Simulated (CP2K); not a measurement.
KPt:

```
Pt K
1.0
     3.00085    0.00000    0.00000
    -1.50042    2.59881    0.00000
     0.00000    0.00000    5.34558
Pt K
1 1
Direct
  0.66667 0.33333 0.00000
  0.00000 0.00000 0.50000
```

The cell comes from a database or a generator and needn't be the stable form of this composition.

Base run:

| Property | Result |
| --- | --- |
| Program | CP2K 2026.2 |
| Functional | PBEsol |
| Potentials or basis | POTENTIAL_UZH Pt GTH-PBE-q18, K GTH-PBE-q9; TZVP-MOLOPT-PBE-GTH basis |
| Density cutoff | 6123 eV |
| k mesh | 10 × 10 × 5 |
| Occupations | gaussian, width 0.02 eV |
| Spin | no spin polarisation |

Its results: band gap on the k mesh none (metal or under the smearing width); pressure -4.1 GPa.

Problem. The run is repeated on the same cell with these changes: functional from PBEsol to RPBE. What comes out?

Solution. Band gap on the k mesh none (metal or under the smearing width); pressure 3.1 GPa.

RPBE binds less tightly than PBEsol, so the same cell stands under more pressure.

Caveats: the potentials were made for another functional, which shifts forces and pressure; the basis of atomic orbitals isn't converged, which shifts pressures, moduli and gaps.
